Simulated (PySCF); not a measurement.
# C3H10B− (SMILES C[BH2-]CC) at 5 levels

We compute a comparison of 5 runs (HF/STO-3G, BLYP/STO-3G, B3LYP/6-31G*, PBE0/def2-SVP) of C3H10B−. The job is set up through a Python script.

The calculation is run with PySCF 2.14.0.

## (1) The system as given

C3H10B−: 14 atoms, total charge -1, spin state singlet. As SMILES, `C[BH2-]CC`. The shape is that of a GFN2-xTB optimisation. This is one conformer, not always the lowest.

Bond lengths: C1–B2 1.651 Å, B2–C3 1.657 Å, C3–C4 1.526 Å, C1–H5 1.095 Å, C1–H6 1.095 Å, C1–H7 1.095 Å, B2–H8 1.227 Å, B2–H9 1.228 Å, C3–H10 1.099 Å, C3–H11 1.099 Å, C4–H12 1.090 Å, C4–H13 1.090 Å, C4–H14 1.100 Å. Some angles: C1–B2–C3 109.1°, B2–C3–C4 113.6°, C1–B2–H8 109.7°, C1–B2–H9 109.7°, C3–B2–H8 109.7°, C3–B2–H9 109.7°, B2–C1–H5 112.2°, B2–C1–H6 112.2°, B2–C1–H7 112.2°, B2–C3–H10 110.6°.

## (2) Energy and gradient at HF/STO-3G (run 1)

Input file start.xyz:

```xyz
14

C     -1.161240     1.655610    -0.355040
B     -0.535900     0.403250     0.519680
C      0.529320    -0.440630    -0.428270
C      1.169420    -1.629670     0.281770
H     -1.694890     1.311700    -1.246790
H     -1.873620     2.251550     0.225450
H     -0.385320     2.345520    -0.701870
H     -1.442510    -0.338710     0.885860
H      0.046170     0.839830     1.508420
H      0.028730    -0.815280    -1.331830
H      1.335920     0.216850    -0.780980
H      0.399030    -2.326700     0.612570
H      1.709320    -1.291010     1.166380
H      1.875570    -2.182310    -0.355350
```

Input file input.py:

```python
import pyscf.grad
from pyscf import gto

system = gto.Mole()
system.atom = 'start.xyz'
system.spin = 0
system.max_memory = 1860
system.charge = -1
system.verbose = 4
system.basis = 'sto-3g'
system.build()

mf = system.RHF()
mf.conv_tol = 1e-10
mf.kernel()
if not mf.converged:
    mf = mf.newton().run(mf.mo_coeff, mf.mo_occ)

e_final = mf.e_tot
print('Final energy', e_final)
grad = mf.Gradients().kernel()
dip = mf.dip_moment()
pop, q = mf.mulliken_pop()
```

Started as:

```bash
OMP_NUM_THREADS=1 python input.py
```

The log of the run:

```text
PySCF version 2.14.0

[... 66 lines left out ...]
converged SCF energy = -142.314235005592
Final energy -142.31423500559222
[... 12 lines left out ...]
WARN: System has nonzero charge -1; the dipole moment is origin-dependent.
[... 2 lines left out ...]
Dipole moment(X, Y, Z, Debye):  2.05893, -1.68835, -1.73607
[... 6 lines left out ...]
pop of  1 B 1s            1.98825
pop of  1 B 2s            0.84806
pop of  1 B 2px           0.70309
pop of  1 B 2py           0.67851
pop of  1 B 2pz           0.69647
pop of  2 C 1s            1.99205
pop of  2 C 2s            1.20777
pop of  2 C 2px           1.02491
pop of  2 C 2py           0.94784
pop of  2 C 2pz           1.00740
pop of  3 C 1s            1.99206
pop of  3 C 2s            1.18482
pop of  3 C 2px           0.98335
pop of  3 C 2py           1.01418
pop of  3 C 2pz           0.99385
pop of  4 H 1s            1.02235
pop of  5 H 1s            1.02279
pop of  6 H 1s            1.02232
pop of  7 H 1s            1.21085
pop of  8 H 1s            1.21091
pop of  9 H 1s            1.02116
pop of  10 H 1s           1.02114
pop of  11 H 1s           0.97273
pop of  12 H 1s           0.97269
pop of  13 H 1s           1.00180
 ** Mulliken atomic charges  **
charge of    0C =     -0.25868
charge of    1B =      0.08562
charge of    2C =     -0.17997
charge of    3C =     -0.16826
charge of    4H =     -0.02235
charge of    5H =     -0.02279
charge of    6H =     -0.02232
charge of    7H =     -0.21085
charge of    8H =     -0.21091
charge of    9H =     -0.02116
charge of   10H =     -0.02114
charge of   11H =      0.02727
charge of   12H =      0.02731
charge of   13H =     -0.00180
```

Run time: 3.9 s. Hardware: 1 thread of Intel Xeon at 2.50GHz (Skylake/Cascade Lake), shared host; peak memory 0.12 GiB.

## (3) Energy and forces at BLYP/STO-3G (run 2)

Input file run.py:

```python
# C[BH2-]CC
import pyscf.grad
from pyscf import gto, dft

system = gto.M(
    atom='''
C     -2.194426     3.128649    -0.670928
B     -1.012704     0.762032     0.982053
C      1.000270    -0.832670    -0.809313
C      2.209884    -3.079630     0.532468
H     -3.202878     2.478754    -2.356092
H     -3.540629     4.254813     0.426039
H     -0.728149     4.432390    -1.326342
H     -2.725949    -0.640069     1.674033
H      0.087249     1.587049     2.850501
H      0.054292    -1.540656    -2.516794
H      2.524523     0.409787    -1.475838
H      0.754057    -4.396826     1.157590
H      3.230147    -2.439655     2.204139
H      3.544314    -4.123968    -0.671514
''',
    basis='sto-3g',
    unit='bohr',
    max_memory=1860,
    spin=0,
    verbose=3,
    charge=-1,
)

myscf = dft.RKS(system)
myscf.xc = 'blyp'
myscf.grids.level = 5
myscf.conv_tol = 1e-10
myscf.kernel()
if not myscf.converged:
    myscf = myscf.newton().run(myscf.mo_coeff, myscf.mo_occ)

e_tot = myscf.e_tot
print('Final energy', e_tot)
grad = myscf.Gradients().kernel()
myscf.analyze()
```

Started as:

```bash
OMP_NUM_THREADS=1 python run.py
```

The log of the run:

```text
converged SCF energy = -143.264342054131
Final energy -143.26434205413125
--------------- RKS gradients ---------------
         x                y                z
0 C    -0.0046055086     0.0109458548    -0.0096992447
1 B     0.0059422001     0.0026017067    -0.0193867057
2 C     0.0159100999    -0.0191949427    -0.0018706788
3 C    -0.0068446370     0.0083859289     0.0007238410
4 H     0.0069519867     0.0020184884     0.0114528106
5 H     0.0085764813    -0.0082455116    -0.0050450384
6 H    -0.0078105243    -0.0097159536     0.0052657587
7 H    -0.0104433005    -0.0079525292     0.0043424369
8 H     0.0061818273     0.0052013566     0.0113109548
9 H     0.0035912356     0.0046423749     0.0109186477
10 H    -0.0095658330    -0.0057981032     0.0054155607
11 H     0.0087155946     0.0111454628    -0.0054598445
12 H    -0.0081656090    -0.0022362704    -0.0125987537
13 H    -0.0084342196     0.0082031169     0.0046295581
----------------------------------------------
**** MO energy ****
MO #1   energy= -9.53909856542606  occ= 2
MO #2   energy= -9.45905699085335  occ= 2
MO #3   energy= -9.4449439545711   occ= 2
MO #4   energy= -5.95492474444396  occ= 2
MO #5   energy= -0.420569439117544 occ= 2
MO #6   energy= -0.327851254250307 occ= 2
MO #7   energy= -0.279770044278814 occ= 2
MO #8   energy= -0.140096371184697 occ= 2
MO #9   energy= -0.136878290746221 occ= 2
MO #10  energy= -0.0697626228159409 occ= 2
MO #11  energy= -0.0651031531200681 occ= 2
MO #12  energy= -0.0649522071628958 occ= 2
MO #13  energy= -0.0395426916044377 occ= 2
MO #14  energy= -0.0316112126126641 occ= 2
MO #15  energy= 0.0916131745331918 occ= 2
MO #16  energy= 0.0960564594890794 occ= 2
MO #17  energy= 0.100730082390672  occ= 2
MO #18  energy= 0.566722242255861  occ= 0
MO #19  energy= 0.570470003514949  occ= 0
MO #20  energy= 0.605780356388724  occ= 0
MO #21  energy= 0.632350263409788  occ= 0
MO #22  energy= 0.633325836080393  occ= 0
MO #23  energy= 0.641541327294731  occ= 0
MO #24  energy= 0.673657564762086  occ= 0
MO #25  energy= 0.67995504828392   occ= 0
MO #26  energy= 0.69426789468879   occ= 0
MO #27  energy= 0.737544329182917  occ= 0
MO #28  energy= 0.761708324243667  occ= 0
MO #29  energy= 0.802953789082459  occ= 0
MO #30  energy= 0.818560759842773  occ= 0
 ** Mulliken atomic charges  **
charge of    0C =     -0.20157
charge of    1B =     -0.19792
charge of    2C =     -0.13381
charge of    3C =     -0.13493
charge of    4H =     -0.01410
charge of    5H =     -0.01393
charge of    6H =     -0.01407
charge of    7H =     -0.15039
charge of    8H =     -0.15044
charge of    9H =     -0.01346
charge of   10H =     -0.01344
charge of   11H =      0.02089
charge of   12H =      0.02091
charge of   13H =     -0.00375

WARN: System has nonzero charge -1; the dipole moment is origin-dependent.
Location of origin: [0. 0. 0.]

Dipole moment(X, Y, Z, Debye):  2.02652, -1.63323, -1.76210
```

Run time: 27 s. Hardware: 1 thread of Intel Xeon at 2.50GHz (Skylake/Cascade Lake), shared host; peak memory 0.38 GiB.

Runs 3 to 4 aren't shown in full; the table further down has their settings and results.

## (4) Energy and forces at PBE0/def2-SVP (run 5)

Input file input.py:

```python
from pyscf import gto, dft

mol = gto.M(
    atom=[
    ('C', (-1.161240, 1.655610, -0.355040)),
    ('B', (-0.535900, 0.403250, 0.519680)),
    ('C', (0.529320, -0.440630, -0.428270)),
    ('C', (1.169420, -1.629670, 0.281770)),
    ('H', (-1.694890, 1.311700, -1.246790)),
    ('H', (-1.873620, 2.251550, 0.225450)),
    ('H', (-0.385320, 2.345520, -0.701870)),
    ('H', (-1.442510, -0.338710, 0.885860)),
    ('H', (0.046170, 0.839830, 1.508420)),
    ('H', (0.028730, -0.815280, -1.331830)),
    ('H', (1.335920, 0.216850, -0.780980)),
    ('H', (0.399030, -2.326700, 0.612570)),
    ('H', (1.709320, -1.291010, 1.166380)),
    ('H', (1.875570, -2.182310, -0.355350)),
],
    verbose=4,
    charge=-1,
    max_memory=1860,
    spin=0,
    basis='def2-svp',
)

calc0 = dft.RKS(mol, xc='pbe0')
calc0.conv_tol = 1e-10
calc0.grids.level = 5
calc0.kernel()
if not calc0.converged:
    calc0 = calc0.newton().run(calc0.mo_coeff, calc0.mo_occ)

etot = calc0.e_tot
print('E(%s) = %.9f' % ('PBE0', etot))
grad = calc0.nuc_grad_method().kernel()
calc0.analyze()
```

Started as:

```bash
OMP_NUM_THREADS=1 python input.py
```

The log of the run:

```text
PySCF version 2.14.0

[... 97 lines left out ...]
Nuclear Repulsion Energy =             117.742375377799334
[... 11 lines left out ...]
MO #6   energy= -0.486068480846034 occ= 2
[... 9 lines left out ...]
MO #16  energy= -0.0615643549591671 occ= 2
[... 9 lines left out ...]
MO #26  energy= 0.393649227835219  occ= 0
[... 9 lines left out ...]
MO #36  energy= 0.634076190895962  occ= 0
[... 9 lines left out ...]
MO #46  energy= 0.898390606030524  occ= 0
[... 9 lines left out ...]
MO #56  energy= 1.21491092295982   occ= 0
[... 9 lines left out ...]
MO #66  energy= 1.71379918222891   occ= 0
[... 9 lines left out ...]
MO #76  energy= 2.01722464933783   occ= 0
[... 9 lines left out ...]
MO #86  energy= 2.35443368665782   occ= 0
[... 9 lines left out ...]
MO #96  energy= 2.8005880692815    occ= 0
[... 9 lines left out ...]
MO #106 energy= 3.29020537035609   occ= 0
[... 88 lines left out ...]
pop of  10 H 1s           0.95127
pop of  10 H 2s           0.00580
pop of  10 H 2px          0.00046
pop of  10 H 2py          0.00056
pop of  10 H 2pz          0.00023
pop of  11 H 1s           0.91791
pop of  11 H 2s           0.00610
pop of  11 H 2px          0.00066
pop of  11 H 2py          0.00030
pop of  11 H 2pz          0.00017
pop of  12 H 1s           0.91788
pop of  12 H 2s           0.00610
pop of  12 H 2px          0.00020
pop of  12 H 2py          0.00024
pop of  12 H 2pz          0.00069
pop of  13 H 1s           0.94955
pop of  13 H 2s           0.00503
pop of  13 H 2px          0.00042
pop of  13 H 2py          0.00030
pop of  13 H 2pz          0.00042
 ** Mulliken atomic charges  **
charge of    0C =     -0.37870
charge of    1B =     -0.32659
charge of    2C =     -0.24250
charge of    3C =     -0.27762
charge of    4H =      0.04596
charge of    5H =      0.05027
charge of    6H =      0.04597
charge of    7H =     -0.09703
charge of    8H =     -0.09710
charge of    9H =      0.04162
charge of   10H =      0.04168
charge of   11H =      0.07486
charge of   12H =      0.07489
charge of   13H =      0.04428

WARN: System has nonzero charge -1; the dipole moment is origin-dependent.
Location of origin: [0. 0. 0.]

Dipole moment(X, Y, Z, Debye):  1.92678, -1.45911, -1.85278
```

It took 1.7 min on 1 thread of Intel Xeon at 2.50GHz (Skylake/Cascade Lake), shared host; peak memory 1.1 GiB.

## (5) Overview of the runs

| run | level | integration grid | Cartesian functions | energy (Eh) | HOMO energy (eV) | LUMO energy (eV) | HOMO–LUMO gap (eV) | wall time |
| --- | --- | --- | --- | --- | --- | --- | --- | --- |
| 1 | HF/STO-3G | – | no | -142.314235 | -2.53 | 22.93 | 25.46 | 3.9 s |
| 2 | BLYP/STO-3G | 5 | no | -143.264342 | 2.74 | 15.42 | 12.68 | 27 s |
| 3 | B3LYP/6-31G* (spherical functions) | 5 | no | -145.202082 | -1.10 | 7.57 | 8.67 | 61 s |
| 4 | B3LYP/6-31G* (Cartesian functions) | 5 | yes | -145.204594 | -1.10 | 7.56 | 8.67 | 60 s |
| 5 | PBE0/def2-SVP | 5 | no | -144.906863 | -1.57 | 6.52 | 8.10 | 1.7 min |

## (6) Summary of results

| quantity | value |
| --- | --- |
| run 5: total energy | -144.90686 Eh |
| run 5: HOMO energy | -1.57 eV |
| run 5: LUMO energy | 6.52 eV |
| run 5: HOMO–LUMO gap (to an unbound level, set by the basis) | 8.10 eV |
| run 5: largest force on an atom | 1.121 eV/Å |

The HOMO–LUMO gap runs from 8.10 eV (PBE0/def2-SVP) to 25.46 eV (HF/STO-3G). The two ends differ in method and basis. The empty levels of an anion lie above zero and hang on the basis. Totals of different functionals can't be ranked against each other. In run 2 the HOMO lies above zero, so the outermost electron may be held by the basis alone. In runs 1, 2 the basis is minimal, so the values are rough. All runs together took 4.2 min, the longest 1.7 min.
